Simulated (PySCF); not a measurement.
**doublet [C2HCl2F3]+ at 5 levels**

We compute a comparison of 5 runs (U-revPBE/def2-SVP, UBLYP/def2-SVP, UPBE/def2-SVP, USVWN5/def2-SVP, UTPSS/def2-SVP) of doublet [C2HCl2F3]+. Input form: a Python script.

Program for the calculation: PySCF 2.14.0.

1 further run of the same task is left out (set aside as unsound or not needed).

## (1) The structure to begin with

The species is [C2HCl2F3]+ (8 atoms), meant as a doublet with charge +1. As SMILES of the parent species, `FC(F)(F)C(Cl)Cl`. Geometry: relaxed at PBE0-D4/def2-TZVP. That shape belongs to the parent species and isn't relaxed for this state.

Bond lengths: F1–C2 1.332 Å, C2–F3 1.332 Å, C2–F4 1.325 Å, C2–C5 1.533 Å, C5–Cl6 1.757 Å, C5–Cl7 1.757 Å, C5–H8 1.088 Å. Some angles: F1–C2–F3 107.8°, F1–C2–F4 108.6°, F1–C2–C5 109.7°, F3–C2–F4 108.6°, F3–C2–C5 109.7°, F4–C2–C5 112.5°, C2–C5–Cl6 110.2°, C2–C5–Cl7 110.2°, Cl6–C5–Cl7 112.2°, C2–C5–H8 107.9°.

## (2) A single-point energy at U-revPBE/def2-SVP (run 1)

The input, run.py:

```python
from pyscf import gto, dft

molecule = gto.Mole()
molecule.atom = [
    ('F', (-0.219880, -1.335100, 1.156620)),
    ('C', (0.179750, -0.765020, 0.020570)),
    ('F', (1.491790, -0.966290, -0.095440)),
    ('F', (-0.429870, -1.366410, -0.989900)),
    ('C', (-0.109700, 0.739490, 0.067610)),
    ('Cl', (-1.826720, 1.018760, 0.311060)),
    ('Cl', (0.489820, 1.517250, -1.388840)),
    ('H', (0.424790, 1.157290, 0.918320)),
]
molecule.basis = 'def2-svp'
molecule.verbose = 3
molecule.spin = 1
molecule.charge = 1
molecule.max_memory = 1860
molecule.build()

mf = dft.UKS(molecule)
mf.xc = 'revpbe'
mf.conv_tol = 1e-10
mf.grids.level = 5
mf.kernel()
if not mf.converged:
    mf = mf.newton().run(mf.mo_coeff, mf.mo_occ)

energy = mf.e_tot
print('E = %.10f Eh' % energy)
```

Command:

```sh
$ OMP_NUM_THREADS=1 python run.py
```

What it wrote:

```text
WARN: HOMO -0.4856466877567 >= LUMO -0.485137382969915

SCF not converged.
SCF energy = -1295.47127484912 after 50 cycles  <S^2> = 0.7507127  2S+1 = 2.0007126
converged SCF energy = -1295.47127485331  <S^2> = 0.7507127  2S+1 = 2.0007126
E = -1295.4712748533 Eh
```

Wall time 69 s (1 thread of Intel Xeon 6975P-C (Granite Rapids), shared host); peak memory 0.89 GiB.

## (3) A single-point energy at UBLYP/def2-SVP (run 2)

The input, calc.py:

```python
from pyscf import gto, dft

system = gto.M(
    atom='''
F     -0.415513    -2.522973     2.185695
C      0.339678    -1.445678     0.038872
F      2.819075    -1.826023    -0.180355
F     -0.812337    -2.582141    -1.870640
C     -0.207303     1.397434     0.127764
Cl    -3.452001     1.925177     0.587818
Cl     0.925626     2.867187    -2.624527
H      0.802737     2.186961     1.735373
''',
    basis='def2-svp',
    charge=1,
    spin=1,
    max_memory=1860,
    unit='bohr',
    verbose=4,
)

ks = dft.UKS(system)
ks.xc = 'blyp'
ks.grids.level = 5
ks.conv_tol = 1e-10
ks.kernel()
if not ks.converged:
    ks = ks.newton().run(ks.mo_coeff, ks.mo_occ)

e_tot = ks.e_tot
print('E(%s) = %.9f' % ('BLYP', e_tot))
```

Command:

```sh
$ OMP_NUM_THREADS=1 python calc.py
```

What it wrote:

```text
PySCF version 2.14.0

[... 59 lines left out ...]
WARN: HOMO -0.302907158306798 >= LUMO -0.302907158306799
[... 5 lines left out ...]
WARN: HOMO -0.469410299973254 >= LUMO -0.46897949548521
[... 74 lines left out ...]
converged SCF energy = -1295.70186098251  <S^2> = 0.75072804  2S+1 = 2.0007279
E(BLYP) = -1295.701860983
```

It took 48 s on 1 thread of Intel Xeon 6975P-C (Granite Rapids), shared host; peak memory 0.64 GiB.

Runs 3 to 4 aren't shown in full; the table further down has their settings and results.

## (4) The energy at UTPSS/def2-SVP (run 5)

The input, geometry.xyz:

```xyz
8
C2HCl2F3
F     -0.219880    -1.335100     1.156620
C      0.179750    -0.765020     0.020570
F      1.491790    -0.966290    -0.095440
F     -0.429870    -1.366410    -0.989900
C     -0.109700     0.739490     0.067610
Cl    -1.826720     1.018760     0.311060
Cl     0.489820     1.517250    -1.388840
H      0.424790     1.157290     0.918320
```

The input, job.py:

```python
from pyscf import gto, dft

system = gto.M(
    atom='geometry.xyz',
    charge=1,
    max_memory=1860,
    spin=1,
    basis='def2-svp',
    verbose=4,
)

ks = dft.UKS(system, xc='tpss')
ks.conv_tol = 1e-10
ks.grids.level = 5
ks.kernel()
if not ks.converged:
    ks = ks.newton().run(ks.mo_coeff, ks.mo_occ)

e_final = ks.e_tot
print('E(%s) = %.9f' % ('TPSS', e_final))
```

Command:

```sh
$ OMP_NUM_THREADS=1 python job.py
```

What it wrote:

```text
PySCF version 2.14.0

[... 58 lines left out ...]
WARN: HOMO -0.313880889963443 >= LUMO -0.313880889963441
[... 5 lines left out ...]
WARN: HOMO -0.495368340565878 >= LUMO -0.494886088916328
[... 62 lines left out ...]
converged SCF energy = -1295.82872993085  <S^2> = 0.75107829  2S+1 = 2.001078
E(TPSS) = -1295.828729931
```

Run time: 81 s. Hardware: 1 thread of Intel Xeon 6975P-C (Granite Rapids), shared host; peak memory 0.65 GiB.

## (5) The series

```tsv
run	level	energy (Eh)	HOMO energy (eV)	LUMO energy (eV)	⟨S²⟩	wall time
1	U-revPBE/def2-SVP	-1295.471275	-14.25	-14.11	0.751	69 s
2	UBLYP/def2-SVP	-1295.701861	-14.07	-13.97	0.751	48 s
3	UPBE/def2-SVP	-1295.019184	-14.28	-14.15	0.751	56 s
4	USVWN5/def2-SVP	-1290.234367	-14.39	-14.35	0.750	24 s
5	UTPSS/def2-SVP	-1295.828730	-14.51	-14.28	0.751	81 s
```

## (6) What came out

| quantity | value |
| --- | --- |
| run 5: total energy | -1295.82873 Eh |
| run 5: HOMO energy (highest over α and β) | -14.51 eV |
| run 5: LUMO energy (lowest over α and β) | -14.28 eV |
| run 5: ⟨S²⟩ | 0.751 |

What this shows: Totals of different functionals can't be ranked against each other. All runs together took 4.6 min, the longest 81 s.
